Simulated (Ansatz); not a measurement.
# MgScF3: the cost of one run

Program: Ansatz 0.2.0. Level of theory: reference: DFT r2SCAN, plane waves, PAW, scalar-relativistic, no spin polarisation. These are calculated values, not measurements.

## 1. The structure to begin with

Symmetry: Pm-3m, No. 221, cubic system. The conventional cell has a = 3.684 Å, b = 3.684 Å, c = 3.684 Å, α = 90.00°, β = 90.00°, γ = 90.00°. Sc (site symmetry m-3m) is surrounded by 12 F at 2.60 Å. Mg (site symmetry m-3m) is surrounded by 6 F at 1.84 Å. F (site symmetry 4/mmm) is surrounded by 2 Mg at 1.84 Å and 4 Sc at 2.60 Å.

Coordinates:

```
Sc Mg F
1.0
     3.68371    0.00000    0.00000
     0.00000    3.68371    0.00000
     0.00000    0.00000    3.68371
Sc Mg F
1 1 3
Direct
  0.50000 0.50000 0.50000
  0.00000 0.00000 0.00000
  0.50000 0.00000 0.00000
  0.00000 0.50000 0.00000
  0.00000 0.00000 0.50000
```

## 2. The reference run

input.yaml reads:

```yaml
crystal:
  lattice:
    - [3.68371, 0.0, 0.0]
    - [0.0, 3.68371, 0.0]
    - [0.0, 0.0, 3.68371]
  atoms:
    - { symbol: Sc, position: [0.5, 0.5, 0.5] }
    - { symbol: Mg, position: [0.0, 0.0, 0.0] }
    - { symbol: F, position: [0.5, 0.0, 0.0] }
    - { symbol: F, position: [0.0, 0.5, 0.0] }
    - { symbol: F, position: [0.0, 0.0, 0.5] }
  symmetry: { tolerance: 0.0003 }
kpoints:
  mp_grid: { grid: [5, 5, 5], shift: [0, 0, 0] }
magnetization:
  spin_polarized: false
scf:
  occupations: { method: fermi_dirac }
hamiltonian:
  pseudopotentials: { kind: paw }
  xc: r2scan
basis:
  ecutwfc: 500
output:
  forces: true
  stress: true
  eigenvalues: true
relax:
  max_steps: 40
  cell: {}
```

The run is started by

```bash
$ ansatz run input.yaml --threads 1 --pin off --max-ram 2560MiB --backend cpu --events-out ev --progress --plain --runs-dir out
```

What time and memory should one allow on 1 thread of Intel Xeon Platinum 8375C at 2.90GHz (Ice Lake), shared host?

About 27 s, with a peak of 0.5 GiB.
